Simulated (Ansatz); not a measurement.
**AlFGeH4: ladder of basis sets from a Python script**

All numbers are computed with Ansatz 0.2.0, driven from Python. The levels of theory stand in the script.

**1. Starting point**

Bond lengths: F1–Ge2 1.728 Å, Ge2–Al3 2.412 Å, Ge2–H4 1.556 Å, Ge2–H5 1.557 Å, Al3–H6 1.616 Å, Al3–H7 1.607 Å. Angles: F1–Ge2–Al3 108.3°, F1–Ge2–H4 110.8°, F1–Ge2–H5 112.0°, Al3–Ge2–H4 107.2°, Al3–Ge2–H5 109.4°, H4–Ge2–H5 109.0°, Ge2–Al3–H6 120.8°, Ge2–Al3–H7 122.5°, H6–Al3–H7 116.8°.

The script holds or builds the structure itself.

**2. The script**

basis_alfgeh4.py

```python
# -*- coding: utf-8 -*-
import ansatz as az
from ase import Atoms

atoms = Atoms(["F", "Ge", "Al", "H", "H", "H", "H"], positions=[
    (-2.1697, -0.5098, 0.4586),
    (-0.8235, -0.282, -0.5998),
    (1.0847, 0.3625, 0.7268),
    (-0.4552, -1.6108, -1.321),
    (-1.1028, 0.814, -1.6705),
    (2.413, -0.5565, 0.7651),
    (1.1148, 1.7145, 1.5951),
])
molecule = az.Crystal.molecule_from_ase(atoms)

base = molecule.calculation().functional("hf")

energies = {}
for basis in ["def2-SVP", "def2-SVPD", "def2-TZVP", "def2-TZVPP"]:
    report = base.basis(gaussian=basis).run().report
    size = report["n_frozen"] + report["n_occupied"][0] + report["n_virtual"][0]
    energies[basis] = (report["reference_energy_ev"] / 27.211386246, report["free_energy_ev"] / 27.211386246)
    print(f"{basis:14s} {size:4d} orbitals  reference {energies[basis][0]:14.6f} Ha  total {energies[basis][1]:14.6f} Ha")

last = energies["def2-TZVPP"][1]
for basis, (_, total) in energies.items():
    print(f"{basis:14s} lies {27.211386 * (total - last):9.4f} eV above def2-TZVPP")
```

**3. The calls as engine input**

The engine receives this input (first run):

```yaml
crystal:
  periodic: [false, false, false]
  atoms:
    - { symbol: F, position_ang: [-2.1697, -0.5098, 0.4586] }
    - { symbol: Ge, position_ang: [-0.8235, -0.282, -0.5998] }
    - { symbol: Al, position_ang: [1.0847, 0.3625, 0.7268] }
    - { symbol: H, position_ang: [-0.4552, -1.6108, -1.321] }
    - { symbol: H, position_ang: [-1.1028, 0.814, -1.6705] }
    - { symbol: H, position_ang: [2.413, -0.5565, 0.7651] }
    - { symbol: H, position_ang: [1.1148, 1.7145, 1.5951] }
basis:
  gaussian:
    orbitals: def2-SVP
hamiltonian:
  xc: hf
```

**4. Launch**

Launch:

```
python basis_alfgeh4.py
```

Q: Estimate wall time and peak memory on 1 thread of Arm Neoverse V2, shared host.

About 4.9 s, with a peak of 0.37 GiB.
